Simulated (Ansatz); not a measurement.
# Nb2SnTe3: the cost of one run

Computed with Ansatz 0.2.0 (DFT PBE, scalar-relativistic, plane waves, PAW, unless a step's input says otherwise).

### 1 The structure to begin with

The structure is trigonal, space group R-3m (No. 166). The conventional cell has a = 6.201 Å, b = 6.201 Å, c = 17.163 Å, α = 90.00°, β = 90.00°, γ = 120.00°. Nb (site symmetry 3m) has 1 Nb at 2.18 Å in its first shell of neighbours. Sn (site symmetry -3m) is surrounded by 6 Te at 3.37 Å. Te (site symmetry 2/m) is surrounded by 4 Te at 3.10 Å and 4 Nb at 3.29 Å and 2 Sn at 3.37 Å.

Coordinates:

```xyz
6
Lattice="3.1007 1.7902 5.7210 -3.1007 1.7902 5.7210 0.0000 -3.5804 5.7210" Properties=species:S:1:pos:R:3 pbc="T T T"
Nb    0.0000    0.0000    9.6732
Nb    0.0000    0.0000    7.4896
Sn    0.0000    0.0000    0.0000
Te   -1.5504    0.8951    2.8605
Te    1.5504    0.8951    2.8605
Te    0.0000   -1.7902    2.8605
```

It is the end of an earlier relaxation with the same method, from a database cell with other species swapped in; it is a trial structure. At a tolerance of 0.05 Å it has space group R-3m (No. 166); it has 31.76 Å³/atom, an uncorrected energy of +0.82 eV/atom over the elements.

### 2 Bands, states and charges

input.yaml

```yaml
crystal:
  lattice:
    - [3.1007084871, 1.7901948797, 5.7209500122]
    - [-3.1007084871, 1.7901948797, 5.7209500122]
    - [0.0, -3.5803897594, 5.7209500122]
  atoms:
    - { symbol: Nb, position: [0.5636150282, 0.5636150282, 0.5636150282] }
    - { symbol: Nb, position: [0.4363849718, 0.4363849718, 0.4363849718] }
    - { symbol: Sn, position: [0.0, 0.0, 0.0] }
    - { symbol: Te, position: [0.0, 0.5, 0.0] }
    - { symbol: Te, position: [0.5, 0.0, 0.0] }
    - { symbol: Te, position: [0.0, 0.0, 0.5] }
basis:
  ecutwfc: 420
kpoints:
  mp_grid: { grid: [6, 6, 6] }
  band_path:
    path:
      - [[0.0, 0.0, 0.0], [0.5, 0.5, 0.5], [0.7680544, 0.2319456, 0.5]]
      - [[0.5, -0.2319456, 0.2319456], [0.5, 0.0, 0.0], [0.0, 0.0, 0.0], [0.3659728, -0.3659728, 0.0]]
      - [[0.6340272, 0.0, 0.3659728], [0.5, 0.0, 0.5], [0.0, 0.0, 0.0]]
    npoints: 14
hamiltonian:
  xc: pbe
scf:
  occupations: { method: gaussian, width: 0.1 }
  n_extra_bands: 15
output:
  forces: true
  stress: true
  eigenvalues: true
  populations: true
  dos: { projected: true, de: 0.02, nscf_kmesh: { grid: [8, 8, 8] } }
  bader: true
  write_density: true
  write_potential: true
  elf: true
  volumetric_format: npy
```

Run with:

```sh
ansatz run input.yaml --threads 1 --pin off --max-ram 2560MiB --backend cpu --events-out ev --progress --plain --runs-dir out
```

**Question.** How long does this run take on 1 thread of Arm Neoverse V1, shared host, and how much memory does it need?

About 2.5 min, with a peak of 0.87 GiB.
